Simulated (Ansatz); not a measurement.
# C2H8AlBO: a ladder of functionals and wavefunction methods

Aim: compute C2H8AlBO with functionals from several rungs and with coupled cluster. The yardstick is the atomisation energy at the CCSD(T) limit.

Method: functionals in def2-TZVPP, the program's frozen cores in correlated methods; program: Ansatz 0.2.0, Gaussian basis.

The runs, in order: PBE-D4, r2SCAN-D4, PBE0-D4, B3LYP-D4, ωB97X-V, ωB97M-V, B2PLYP; CCSD(T)/def2-TZVPP; MP2/def2-QZVPP; extrapolation to the limit.

## (1) The geometry

An earlier PBE0-D4 in a triple-zeta def2 set relaxation fixed the geometry.

13 atoms, charge 0, spin multiplicity 1.

Atoms are counted from 1 here; the program's logs count them from 0.

Bond lengths: B1–C2 1.460 Å, B1–Al5 2.496 Å, B1–H6 1.195 Å, B1–H7 1.203 Å, C2–C3 1.487 Å, C2–O4 1.499 Å, C2–Al5 2.090 Å, C3–H8 1.090 Å, C3–H9 1.094 Å, C3–H10 1.095 Å, O4–Al5 1.933 Å, O4–H11 0.965 Å, Al5–H12 1.580 Å, Al5–H13 1.577 Å. Angles: C2–B1–Al5 56.8°, C2–B1–H6 119.1°, C2–B1–H7 119.9°, Al5–B1–H6 126.6°, Al5–B1–H7 86.0°, H6–B1–H7 120.9°, B1–C2–C3 133.3°, B1–C2–O4 118.0°, B1–C2–Al5 87.5°, C3–C2–O4 108.7°, C3–C2–Al5 116.4°, O4–C2–Al5 62.6°, C2–C3–H8 109.0°, C2–C3–H9 113.0°, C2–C3–H10 110.3°, H8–C3–H9 108.6°, H8–C3–H10 108.3°, H9–C3–H10 107.6° and more.

## (2) PBE-D4 (GGA)

in.yaml reads:

```yaml
crystal:
  periodic: [false, false, false]
  atoms:
    - {symbol: B, position_ang: [-1.093231, 0.958916, -0.494044]}
    - {symbol: C, position_ang: [-0.394511, -0.255169, -0.081937]}
    - {symbol: C, position_ang: [-0.531725, -1.162224, 1.087777]}
    - {symbol: O, position_ang: [0.680628, -0.788058, -0.980965]}
    - {symbol: Al, position_ang: [1.382847, 0.837141, -0.205342]}
    - {symbol: H, position_ang: [-1.873791, 1.464712, 0.256858]}
    - {symbol: H, position_ang: [-0.859266, 1.450973, -1.566648]}
    - {symbol: H, position_ang: [-1.196308, -0.700613, 1.818434]}
    - {symbol: H, position_ang: [0.424389, -1.379711, 1.573894]}
    - {symbol: H, position_ang: [-0.970615, -2.116221, 0.778129]}
    - {symbol: H, position_ang: [0.386171, -0.673167, -1.892436]}
    - {symbol: H, position_ang: [2.254512, 0.487262, 1.064666]}
    - {symbol: H, position_ang: [1.811401, 1.841560, -1.343684]}
basis:
  gaussian: {orbitals: def2-TZVPP}
hamiltonian: {xc: pbe, dispersion: d4}
output: {forces: true, orbitals: {seedname: orbitals}}
```

Started as:

```sh
> ansatz run in.yaml --threads 4 --pin off --events-out ev --progress --plain --max-ram 10444MiB
```

Further steps of the session: r2SCAN-D4 (meta-GGA); PBE0-D4 (hybrid); B3LYP-D4 (hybrid); ωB97X-V (range-separated); ωB97M-V (range-separated); B2PLYP (double hybrid); CCSD(T) in def2-TZVPP; MP2 in def2-QZVPP.

Q: Predict the results of all the runs planned. Wanted: atomisation energy, CCSD(T)/CBS; farthest; mean size of error, hybrid; mean size of error, range-separated; gap, smallest and largest; T1 diagnostic; triples share of the correlation energy.

**Answer**, as computed:

```
                               quantity                                 value
        atomisation energy, CCSD(T)/CBS                         4605.3 kJ/mol
 functionals within 23.0 kJ/mol (0.5 %)            PBE0-D4, B3LYP-D4, ωB97X-V
                               farthest                 PBE-D4 (+72.8 kJ/mol)
             mean size of error, hybrid                            4.7 kJ/mol
    mean size of error, range-separated                           17.3 kJ/mol
              gap, smallest and largest  4.48 eV (PBE-D4), 10.57 eV (ωB97X-V)
                          T1 diagnostic                                0.0121
triples share of the correlation energy                                 3.8 %
```

PBE-D4 is off by +72.8 kJ/mol. Double hybrids carry the basis error of their MP2 part in triple zeta, and no dispersion term here, so their miss is partly the set-up's. Misses under about 23.0 kJ/mol are within the doubt on the reference itself, which lacks core-valence correlation, relativity and higher excitations. Hartree-Fock recovers 74 % of the binding; the rest is correlation. The gap grows from 4.5 to 10.6 eV across the functionals, mostly with the share of exact exchange.
